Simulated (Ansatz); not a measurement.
# NiMoIrPdW (P3m1) in Ansatz: settings compared

The runs below take NiMoIrPdW through band structure, density of states, with revPBE, PBEsol, PBE.

Program: Ansatz 0.2.0. These are calculated values, not measurements. Logs are shortened: lines on timing, memory, paths and dates and some standing lists are left out, and cuts for length are marked.

**1. Starting point**

Symmetry: P3m1, No. 156, trigonal system. The conventional cell has a = 4.117 Å, b = 4.117 Å, c = 5.446 Å, α = 90.00°, β = 90.00°, γ = 120.00°. Ni (site symmetry 3m) has 3 Mo at 2.38 Å and 3 Ir at 2.69 Å as nearest neighbours. Around Mo (site symmetry 3m) lie 3 Ni at 2.38 Å and 3 Ir at 2.70 Å and 2 Pd at 2.72 to 2.73 Å. Pd (site symmetry 3m) has 3 W at 2.68 Å and 2 Mo at 2.72 to 2.73 Å and 3 Ir at 2.77 Å as nearest neighbours. Around Ir (site symmetry 3m) lie 2 W at 2.66 to 2.78 Å and 3 Ni at 2.69 Å and 3 Mo at 2.70 Å and 3 Pd at 2.77 Å. Around W (site symmetry 3m) lie 2 Ir at 2.66 to 2.78 Å and 3 Pd at 2.68 Å and 3 Mo at 2.81 Å and 3 Ni at 2.82 Å.

The cell was built by a generator and needn't be a form met in nature.

**2. Band structure, revPBE, collinear spin, ferromagnetic start**

File input.yaml:

```yaml
crystal:
  lattice:
    - [4.11705, 0.0, 0.0]
    - [-2.05853, 3.56547, 0.0]
    - [0.0, 0.0, 5.4458]
  atoms:
    - { symbol: Ni, position: [0.0, 0.0, 0.95775], spin: 1.0 }
    - { symbol: Mo, position: [0.66667, 0.33333, 0.96161], spin: 1.0 }
    - { symbol: Pd, position: [0.66667, 0.33333, 0.46295] }
    - { symbol: Ir, position: [0.33333, 0.66667, 0.72572], spin: 0.6 }
    - { symbol: W, position: [0.33333, 0.66667, 0.23642] }
kpoints:
  mp_grid: { grid: [6, 6, 4] }
  band_path:
    path:
      - [0.0, 0.0, 0.0]
      - [0.5, 0.0, 0.0]
      - [0.3333333333, 0.3333333333, 0.0]
      - [0.0, 0.0, 0.0]
      - [0.0, 0.0, 0.5]
      - [0.5, 0.0, 0.5]
      - [0.3333333333, 0.3333333333, 0.5]
      - [0.0, 0.0, 0.5]
    npoints: 12
scf:
  occupations: { method: fermi_dirac, width: 0.05 }
hamiltonian:
  xc: revpbe
  pseudopotentials: { kind: all_electron, lapw: { basis_error: 0.002 } }
magnetization:
  spin_polarized: true
output:
  forces: true
  stress: true
  eigenvalues: true
```

Potentials or basis: all-electron LAPW, scalar-relativistic.

Command:

```bash
> ansatz run input.yaml --threads 8 --pin off --max-ram 24576MiB --backend cpu --events-out ev --progress --plain --runs-dir out
```

What it wrote:

```text
Warning: the atoms were moved onto the symmetric positions of the space group found under crystal.symmetry.tolerance 1.0e-5 (fractional; no operation is sought that the atoms, as they stand in a round, miss by more than twice it, and no atom is moved by as much as it), and the run uses the moved positions. Before a round's move an operation carried an atom to 4.12e-5 Å from where it should land, the largest such distance. Atom 1 (counting from 0) moved farthest, by 2.38e-5 Å; the longest move in fractions of the cell, of whichever atom, is 0.47 of the tolerance, in 1 round. To run the atoms as typed, lower crystal.symmetry.tolerance until the operations that they miss are no longer found, or set crystal.symmetry.detect: false (a key that needs symmetry detection or time reversal refuses this as the deck is read). The positions used, in the order of the run's atom list: position: [0.0, 0.0, 0.95775]; position: [0.6666666666666666, 0.3333333333333333, 0.96161]; position: [0.6666666666666666, 0.3333333333333333, 0.46295]; position: [0.3333333333333333, 0.6666666666666666, 0.72572]; position: [0.3333333333333333, 0.6666666666666666, 0.23642]; The lattice was moved too: crystal.lattice keeps the space group found at crystal.symmetry.tolerance 1.0e-5 only nearly: the operation that it misses by the most changes a squared length by the fraction 2.80e-6. The run uses the lattice that is a stretch of the typed one, with no rotation, onto the one that keeps every operation to a double's rounding (on a very oblique basis the stretch itself rounds by more); the deck's lattice vector that moved farthest moved by 2.89e-6 Å. To run the lattice as typed, set crystal.symmetry.tolerance under 1.34e-6, the least fraction by which an operation that the lattice misses changes a squared length (the same key also sets how far an atom may lie from its image, so lowering it can lose operations that the atoms keep only within it), or set crystal.symmetry.detect: false, as for the atoms. crystal.lattice made exact, in Å and degrees: [[4.117050064288548, 2.8867513460320246e-6, 0.0], [-2.0585275321442738, 3.565468500950565, 0.0], [0.0, 0.0, 5.4458]]. Pasted over the deck's crystal.lattice, beside positions in fractional coordinates, it runs the same cell (given as lengths and angles, that cell in the form's own orientation, a rigid turn of the misfit's size from the one run here, for which a checkpoint.post_process_only pass over this run's state can be refused: where this run relaxes nothing, give such a pass this deck's own crystal.lattice, as typed; behind a relaxation, as crystal.lattice, the state's own cell, identity.cell in its checkpoint.json), and a matrix so pasted ends this notice, except on a very skew basis of the lattice, where the rounding of the pasted numbers themselves can read as a misfit: the cell is then moved again, and that move is told again. The lattice as run is in this notice's lattice.as_run_ang field (Run.prep()["deck_notices"] in Python, the deck_notice line of an events file, deck_notices of ansatz run --dry-run=json, or deck_notices in record.json in the deck's checkpoint.write directory).
Warning: RAYON_NUM_THREADS=8 ignored (pool sized by the plan → 8); use --threads N
LAPW: plane waves up to 9.088 Å⁻¹, error target 2.0e-3 eV per atom; small_component_spin mean_spin; Ni in spheres of 1.197 Å, 18 of its electrons in bands, Dirac shells []; Mo in spheres of 1.180 Å, 32 of its electrons in bands, Dirac shells []; Pd in spheres of 1.283 Å, 28 of its electrons in bands, Dirac shells []; W in spheres of 1.283 Å, 44 of its electrons in bands, Dirac shells []; Ir in spheres of 1.283 Å, 41 of its electrons in bands, Dirac shells [] (how accurate: hamiltonian.pseudopotentials.lapw.basis_error, Limitations)
Engine: ansatz 0.2.0, x86_64-unknown-linux-gnu
Pseudopotentials: kind: all_electron
Pseudopotential: Ni, LAPW, valence charge 18, lapw/all_electron/scalar/gaussian/Ni, Koelling and Harmon's equation, gaussian nucleus
Pseudopotential: Mo, LAPW, valence charge 32, lapw/all_electron/scalar/gaussian/Mo, Koelling and Harmon's equation, gaussian nucleus
Pseudopotential: Pd, LAPW, valence charge 28, lapw/all_electron/scalar/gaussian/Pd, Koelling and Harmon's equation, gaussian nucleus
Pseudopotential: Ir, LAPW, valence charge 41, lapw/all_electron/scalar/gaussian/Ir, Koelling and Harmon's equation, gaussian nucleus
Pseudopotential: W, LAPW, valence charge 44, lapw/all_electron/scalar/gaussian/W, Koelling and Harmon's equation, gaussian nucleus
Functional definition: revPBE
  parameter kappa = 1.245
  parameter beta = 0.06672455060314922
  exchange = pbe_x(kappa = kappa, mu = beta*pi^2/3)
  correlation = pbe_c(beta = beta)
Crystal: 5 atoms, lattice volume = 79.940 Å³
[... 55 lines left out ...]
--- Per-component energies (eV) ---
  E_band       = -16290.737798
  E_kinetic    = 1340280.872767
  E_xc         = -27364.377175
  E_electrostatic = -2526043.534937  (all electrons and nuclei)
  E_smearing   = -0.033113  (= −TS)
  E_closure    = 0.000000  (closes the sum)
  E_atoms      = -1213088.162780  (free atoms, spherical and without spin; not in F)
  Σ components = -1213127.072458   (vs F -1213127.072458, Δ=0.00e0)
  Basis errors (estimates in eV, not in F): energy 6.0e-4 per atom: plane waves 4.9e-4 (2.7e-4 summed), levels above the bands 6.0e-107, relativity 7.0e-8, radial functions 1.0e-4, core shells 2.1e-6; eigenvalues (radial functions only) 3.2e-6; not estimated: angular momenta, meshes, grids; target (lapw.basis_error) 2.0e-3; muffin-tin radii Ni 1.197 Å, Mo 1.180 Å, Pd 1.283 Å, W 1.283 Å, Ir 1.283 Å
--- Forces (eV/Å), atoms counted from 1 ---
  atom   1  Ni    -0.00000000    -0.00000000    -0.03332275
  atom   2  Mo     0.00000000     0.00000000     0.18818801
  atom   3  Pd     0.00000000    -0.00000000     0.03759273
  atom   4  Ir    -0.00000000     0.00000000    -0.10332819
  atom   5  W     -0.00000000    -0.00000000    -0.08913366
  max |Σ_I F_I| component: 3.86e-6 eV/Å
--- Stress (GPa, compression-positive) ---
        2.609370      -0.000000       0.000000
       -0.000000       2.609370      -0.000000
        0.000000      -0.000000       2.824939
  P = ⅓ Tr σ = 2.6812 GPa (26.812 kbar)
--- Band table (eV; the first three rows and the last of 48) ---
  k-point 0 ↑: bands = ["-451.0583", "-396.2229", "-396.1909", "-396.1909", "-353.6844", "-353.6844", "-353.6576", "-303.2406", "-303.2406", "-303.2174", "-303.2174", "-303.2077", "-262.7556", "-262.7556", "-262.7424", "-262.6962", "-262.6962", "-211.2547", "-211.2457", "-211.2457", "-211.2156", "-211.2156", "-195.5302", "-195.5302", "-195.5076", "-195.5055", "-195.5055", "-81.5677", "-69.9771", "-62.9615", "-52.0524", "-42.0150", "-42.0150", "-41.7019", "-38.8624", "-34.3961", "-34.3911", "-34.3911", "-34.3723", "-34.3723", "-34.3323", "-34.3226", "-28.6801", "-28.6801", "-28.6801", "-26.9593", "-26.8280", "-26.8280", "-16.3246", "-16.2462", "-16.2462", "-13.0108", "-13.0108", "-12.9258", "-6.3910", "-6.3799", "-6.3799", "-6.3619", "-6.3619", "-6.3443", "-6.3407", "13.8161", "16.5441", "16.9470", "16.9470", "17.1091", "17.1091", "18.2298", "18.6181", "18.6437", "18.6437", "19.3773", "19.3773", "19.5886", "19.8448", "19.8448", "20.3694", "20.3694", "21.0977", "21.3075", "21.3075", "22.8994", "22.8994", "23.8863", "23.8863", "25.0926", "25.0926", "26.0486", "27.2987", "30.4596", "30.5627", "30.5627", "31.7375", "32.6513", "32.6513", "33.1112", "33.5273", "33.5273", "33.9567", "34.3838"]
[... 3 lines left out ...]
```

It took 44 s on 8 threads of Intel Xeon 6975P-C (Granite Rapids), shared host; peak memory 1.7 GiB.

Results:

* Free energy: -1213127.0725 eV
* Pressure: 2.7 GPa
* Largest force: 0.188 eV/Å
* Band gap along the path: none (metal or under the smearing width)
* Net moment: 0.00 μB per cell
* Absolute moment: 0.00 μB per cell

Forces on the atoms (eV/Å):
```
Ni   0.000  0.000 -0.033
Mo   0.000  0.000  0.188
Pd   0.000  0.000  0.038
Ir   0.000  0.000 -0.103
W    0.000  0.000 -0.089
```

Levels at the corners of the path, in eV from the Fermi level:
Spin up:
| point | band 78 | band 79 | band 80 | band 81 | band 82 | band 83 | band 84 | band 85 |
| --- | --- | --- | --- | --- | --- | --- | --- | --- |
| Γ | -1.76 | -1.03 | -0.82 | -0.82 | 0.77 | 0.77 | 1.76 | 1.76 |
| M | -1.49 | -1.09 | -0.57 | -0.32 | 0.91 | 1.14 | 1.23 | 1.56 |
| K | -1.60 | -1.49 | -1.33 | 0.23 | 0.28 | 0.40 | 1.04 | 1.37 |
| Γ | -1.76 | -1.03 | -0.82 | -0.82 | 0.77 | 0.77 | 1.76 | 1.76 |
| A | -1.51 | -0.89 | -0.37 | -0.37 | -0.21 | -0.21 | 0.88 | 2.24 |
| L | -1.75 | -1.69 | -0.96 | -0.94 | -0.39 | -0.02 | 0.32 | 1.07 |
| H | -1.97 | -1.78 | -1.14 | -0.98 | -0.59 | -0.32 | 0.65 | 1.13 |
| A | -1.51 | -0.89 | -0.37 | -0.37 | -0.21 | -0.21 | 0.88 | 2.24 |
Spin down:
| point | band 79 | band 80 | band 81 | band 82 | band 83 | band 84 |
| --- | --- | --- | --- | --- | --- | --- |
| Γ | -1.03 | -0.82 | -0.82 | 0.77 | 0.77 | 1.76 |
| M | -1.09 | -0.57 | -0.32 | 0.91 | 1.14 | 1.23 |
| K | -1.49 | -1.33 | 0.23 | 0.28 | 0.40 | 1.04 |
| Γ | -1.03 | -0.82 | -0.82 | 0.77 | 0.77 | 1.76 |
| A | -0.89 | -0.37 | -0.37 | -0.21 | -0.21 | 0.88 |
| L | -1.69 | -0.96 | -0.94 | -0.39 | -0.02 | 0.32 |
| H | -1.78 | -1.14 | -0.98 | -0.59 | -0.32 | 0.65 |
| A | -0.89 | -0.37 | -0.37 | -0.21 | -0.21 | 0.88 |

Caveat: the k mesh is thin for a metal, which can move the energy by tens of meV per atom; spin-orbit coupling is left out, which moves the levels of the heavy elements; the starting moments weren't kept.

**3. Band structure, PBEsol, collinear spin, ferromagnetic start**

input.yaml: that of step 2 with these lines changed.

```diff
@@ -27,3 +27,3 @@
 hamiltonian:
-  xc: revpbe
+  xc: pbesol
   pseudopotentials: { kind: all_electron, lapw: { basis_error: 0.002 } }
```

Potentials or basis: all-electron LAPW, scalar-relativistic.

Command:

```bash
> ansatz run input.yaml --threads 8 --pin off --max-ram 24576MiB --backend cpu --events-out ev --progress --plain --runs-dir out
```

It took 42 s on 8 threads of Intel Xeon 6975P-C (Granite Rapids), shared host; peak memory 1.6 GiB.

The run converged. Its results:

```yaml
Free_energy: -1212670.2324 eV
Pressure: -8.0 GPa
Largest_force: 0.101 eV/Å
Band_gap_along_the_path: none (metal or under the smearing width)
Net_moment: 0.00 μB per cell
Absolute_moment: 0.00 μB per cell
```

Forces in eV/Å, atoms in the order of the input:
```
Ni   0.000  0.000 -0.067
Mo   0.000  0.000  0.101
Pd   0.000  0.000  0.014
Ir   0.000  0.000  0.028
W    0.000  0.000 -0.077
```

Stress tensor (GPa, compression positive):
```
-8.04  0.00  0.00
 0.00 -8.04  0.00
 0.00  0.00 -7.92
```

Levels at the corners of the path, in eV from the Fermi level:
Spin up:
| point | band 77 | band 78 | band 79 | band 80 | band 81 | band 82 | band 83 | band 84 | band 85 | band 86 |
| --- | --- | --- | --- | --- | --- | --- | --- | --- | --- | --- |
| Γ | -1.76 | -1.76 | -1.02 | -0.81 | -0.81 | 0.78 | 0.78 | 1.76 | 1.76 | 2.99 |
| M | -1.64 | -1.49 | -1.09 | -0.56 | -0.31 | 0.90 | 1.14 | 1.23 | 1.54 | 1.85 |
| K | -1.76 | -1.61 | -1.50 | -1.33 | 0.22 | 0.27 | 0.40 | 1.04 | 1.38 | 1.94 |
| Γ | -1.76 | -1.76 | -1.02 | -0.81 | -0.81 | 0.78 | 0.78 | 1.76 | 1.76 | 2.99 |
| A | -1.50 | -1.50 | -0.88 | -0.36 | -0.36 | -0.20 | -0.20 | 0.86 | 2.24 | 2.24 |
| L | -1.89 | -1.75 | -1.70 | -0.96 | -0.93 | -0.41 | -0.02 | 0.32 | 1.06 | 1.38 |
| H | -2.02 | -1.97 | -1.79 | -1.15 | -0.97 | -0.60 | -0.31 | 0.65 | 1.13 | 1.76 |
| A | -1.50 | -1.50 | -0.88 | -0.36 | -0.36 | -0.20 | -0.20 | 0.86 | 2.24 | 2.24 |
Spin down:
```
point  band 78  band 79  band 80  band 81  band 82  band 83  band 84  band 85
    Γ    -1.76    -1.02    -0.81    -0.81     0.78     0.78     1.76     1.76
    M    -1.49    -1.09    -0.56    -0.31     0.90     1.14     1.23     1.54
    K    -1.61    -1.50    -1.33     0.22     0.27     0.40     1.04     1.38
    Γ    -1.76    -1.02    -0.81    -0.81     0.78     0.78     1.76     1.76
    A    -1.50    -0.88    -0.36    -0.36    -0.20    -0.20     0.86     2.24
    L    -1.75    -1.70    -0.96    -0.93    -0.41    -0.02     0.32     1.06
    H    -1.97    -1.79    -1.15    -0.97    -0.60    -0.31     0.65     1.13
    A    -1.50    -0.88    -0.36    -0.36    -0.20    -0.20     0.86     2.24
```

Caveat: the k mesh is thin for a metal, which can move the energy by tens of meV per atom; spin-orbit coupling is left out, which moves the levels of the heavy elements; the starting moments weren't kept.

**4. Density of states, PBE, collinear spin, ferromagnetic start**

File input.yaml:

```yaml
crystal:
  lattice:
    - [4.11705, 0.0, 0.0]
    - [-2.05853, 3.56547, 0.0]
    - [0.0, 0.0, 5.4458]
  atoms:
    - { symbol: Ni, position: [0.0, 0.0, 0.95775], spin: 1.0 }
    - { symbol: Mo, position: [0.66667, 0.33333, 0.96161], spin: 1.0 }
    - { symbol: Pd, position: [0.66667, 0.33333, 0.46295] }
    - { symbol: Ir, position: [0.33333, 0.66667, 0.72572], spin: 0.6 }
    - { symbol: W, position: [0.33333, 0.66667, 0.23642] }
kpoints:
  mp_grid: { grid: [6, 6, 4] }
scf:
  occupations: { method: fermi_dirac, width: 0.05 }
hamiltonian:
  xc: pbe
  pseudopotentials: { kind: all_electron, datasets: crystal }
magnetization:
  spin_polarized: true
output:
  forces: true
  stress: true
  eigenvalues: true
  dos: { projected: false, de: 0.1, e_range: [-20, 10] }
```

Potentials or basis: all-electron PAW datasets made for the crystal.

Command:

```bash
> ansatz run input.yaml --threads 8 --pin off --max-ram 24576MiB --backend cpu --events-out ev --progress --plain --runs-dir out
```

Wall time 41 s (8 threads of AMD EPYC 7R43 (Zen 3), shared host); peak memory 2.9 GiB.

The run converged. Its results:

- Free energy: -1213094.3738 eV
- Pressure: 0.0 GPa
- Largest force: 0.168 eV/Å
- Band gap on the k mesh: none (metal or under the smearing width)
- Net moment: 0.00 μB per cell
- Absolute moment: 0.00 μB per cell

Forces in eV/Å, atoms in the order of the input:
```
Ni   0.000  0.000 -0.038
Mo   0.000  0.000  0.168
Pd   0.000  0.000  0.029
Ir   0.000  0.000 -0.076
W    0.000  0.000 -0.082
```

Stress tensor (GPa, compression positive):
```
-0.06  0.00  0.00
 0.00 -0.06  0.00
 0.00  0.00  0.22
```

Levels at points of the mesh, in eV from the Fermi level:
Spin up:
| k point | band 44 | band 45 | band 46 | band 47 | band 48 | band 49 | band 50 | band 51 |
| --- | --- | --- | --- | --- | --- | --- | --- | --- |
| (0.00, 0.00, 0.00) | -1.76 | -1.03 | -0.82 | -0.82 | 0.78 | 0.78 | 1.76 | 1.76 |
| (0.00, 0.00, -0.50) | -1.51 | -0.89 | -0.37 | -0.37 | -0.21 | -0.21 | 0.87 | 2.24 |
| (0.00, -0.50, 0.00) | -1.49 | -1.09 | -0.57 | -0.32 | 0.91 | 1.14 | 1.23 | 1.56 |
| (0.00, -0.50, -0.50) | -1.75 | -1.69 | -0.96 | -0.94 | -0.39 | -0.02 | 0.32 | 1.06 |
Spin down:
| k point | band 43 | band 44 | band 45 | band 46 | band 47 | band 48 | band 49 | band 50 | band 51 | band 52 |
| --- | --- | --- | --- | --- | --- | --- | --- | --- | --- | --- |
| (0.00, 0.00, 0.00) | -1.76 | -1.76 | -1.03 | -0.82 | -0.82 | 0.78 | 0.78 | 1.76 | 1.76 | 2.97 |
| (0.00, 0.00, -0.50) | -1.51 | -1.51 | -0.89 | -0.37 | -0.37 | -0.21 | -0.21 | 0.87 | 2.24 | 2.24 |
| (0.00, -0.50, 0.00) | -1.64 | -1.49 | -1.09 | -0.57 | -0.32 | 0.91 | 1.14 | 1.23 | 1.56 | 1.86 |
| (0.00, -0.50, -0.50) | -1.90 | -1.75 | -1.69 | -0.96 | -0.94 | -0.39 | -0.02 | 0.32 | 1.06 | 1.38 |

States per cell in windows of 1 eV (zero at the Fermi level; states under -8 eV left out):
| from (eV) | up | down |
| --- | --- | --- |
| -8.0 | 0.23 | 0.23 |
| -7.0 | 0.57 | 0.57 |
| -6.0 | 2.23 | 2.23 |
| -5.0 | 3.85 | 3.85 |
| -4.0 | 3.91 | 3.91 |
| -3.0 | 3.74 | 3.74 |
| -2.0 | 3.85 | 3.85 |
| -1.0 | 2.18 | 2.18 |
| 0.0 | 2.13 | 2.13 |
| 1.0 | 1.95 | 1.95 |
| 2.0 | 2.51 | 2.51 |
| 3.0 | 0.87 | 0.87 |
| 4.0 | 0.92 | 0.92 |
| 5.0 | 0.58 | 0.58 |
| 6.0 | 0.43 | 0.43 |
| 7.0 | 0.65 | 0.65 |

Caveat: the k mesh is thin for a metal, which can move the energy by tens of meV per atom; the program warned that the printed levels may be off, so bands, gaps and densities of states are rough; the starting moments weren't kept. Spin-orbit coupling is left out, which matters for the levels of Ir, W.

**5. The reference run**

An earlier run on the cell as given: functional PBE; potentials or basis all-electron LAPW, scalar-relativistic; cutoff 339 eV (chosen from the basis error); basis error allowed 0.001 eV/atom; k mesh 8 × 8 × 5; occupations fermi-dirac, width 0.05 eV; collinear spin, ferromagnetic start; starting moments [1.0, 1.0, 0.0, 0.6, 0.0] μB.

* Pressure: 0.0 GPa
* Largest force: 0.039 eV/Å
* Band gap on the k mesh: none (metal or under the smearing width)
* Net moment: 0.00 μB per cell
* Absolute moment: 0.00 μB per cell

**6. Summary**

| task | level | potentials or basis | k mesh | cutoff (eV) | basis error allowed | gap on the mesh (eV) | pressure (GPa) | moment (μB) | largest force (eV/Å) |
| --- | --- | --- | --- | --- | --- | --- | --- | --- | --- |
| band structure | revPBE | all-electron LAPW, scalar-relativistic | 6 × 6 × 4 | 315 | 0.002 eV/atom | - | 2.7 | 0.00 | 0.19 |
| band structure | PBEsol | all-electron LAPW, scalar-relativistic | 6 × 6 × 4 | 314 | 0.002 eV/atom | - | -8.0 | 0.00 | 0.10 |
| density of states | PBE | all-electron PAW datasets made for the crystal | 6 × 6 × 4 | 440 | - | none | 0.0 | 0.00 | 0.17 |
| single point | PBE | all-electron LAPW, scalar-relativistic | 8 × 8 × 5 | 339 | 0.001 eV/atom | none | 0.0 | 0.00 | 0.04 |

Alike in all rows: spin collinear, ferromagnetic start; cell as given; smearing fermi-dirac 0.05 eV.

Caveats: the starting moments weren't kept; the k mesh is thin for a metal, which can move the energy by tens of meV per atom (some runs); spin-orbit coupling is left out, which moves the levels of the heavy elements (some runs); the program warned that the printed levels may be off, so bands, gaps and densities of states are rough (some runs).

Compare energies only between runs with the same functional and basis.
